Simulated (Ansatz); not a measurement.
# Be3NbAs: one candidate structure

Aim: relax Be3NbAs from this start, cubic perovskite type (Pm-3m, No. 221), and see where it ends.

Computed with Ansatz 0.2.0 (DFT PBE, scalar-relativistic, plane waves, PAW, unless a step's input says otherwise).

### Step 1. The starting structure

The structure is cubic, space group Pm-3m (No. 221). The conventional cell has a = 3.833 Å, b = 3.833 Å, c = 3.833 Å, α = 90.00°, β = 90.00°, γ = 90.00°. Around Be (site symmetry 4/mmm) lie 2 As at 1.92 Å. Around Nb (site symmetry m-3m) lie 12 Be at 2.71 Å. As (site symmetry m-3m) has 6 Be at 1.92 Å in its first shell of neighbours.

Structure file:

```
Be Nb As
1.0
     3.83306    0.00000    0.00000
     0.00000    3.83306    0.00000
     0.00000    0.00000    3.83306
Be Nb As
3 1 1
Direct
  0.00000 0.50000 0.50000
  0.50000 0.00000 0.50000
  0.50000 0.50000 0.00000
  0.00000 0.00000 0.00000
  0.50000 0.50000 0.50000
```

(A quick probe on a coarse mesh, which set the mesh and smearing, is not shown.)

### Step 3. Coarse relaxation

Contents of input.yaml:

```yaml
crystal:
  lattice:
    - [3.8330592649, 0.0, 0.0]
    - [0.0, 3.8330592649, 0.0]
    - [0.0, 0.0, 3.8330592649]
  atoms:
    - { symbol: Be, position: [0.0, 0.5, 0.5] }
    - { symbol: Be, position: [0.5, 0.0, 0.5] }
    - { symbol: Be, position: [0.5, 0.5, 0.0] }
    - { symbol: Nb, position: [0.0, 0.0, 0.0] }
    - { symbol: As, position: [0.5, 0.5, 0.5] }
basis:
  ecutwfc: 420
kpoints:
  mp_grid: { grid: [4, 4, 4] }
hamiltonian:
  xc: pbe
scf:
  occupations: { method: gaussian, width: 0.1 }
  lower_state_search: "off"
output:
  forces: true
  stress: true
  eigenvalues: true
relax:
  adjacent_minimum: "off"
  f_tol: 0.04
  max_steps: 70
  cell: { stress_tol: 0.4 }
```

Command:

```console
$ ansatz run input.yaml --threads 1 --pin off --max-ram 2560MiB --backend cpu --events-out ev --progress --plain --runs-dir out
```

Further runs follow: the relaxation.

Q: Predict the outcome of this session.

As calculated:

Formation energies count from the elements, computed with the same settings in runs not shown here.

| quantity | value |
| --- | --- |
| cell | a = 4.156 Å, b = 4.156 Å, c = 4.156 Å, α = 90.00°, β = 90.00°, γ = 90.00° |
| space group | Pm-3m (No. 221) |
| volume | 14.36 Å³/atom |
| gap on the mesh | none (metal) |
| formation energy from the elements | +1.006 eV/atom |

The space group stayed Pm-3m, and from the first guess the volume went from 11.26 to 14.36 Å³/atom. The formation energy of +1.01 eV/atom is positive, so the elements lie lower than this structure; another structure of the compound can lie lower.
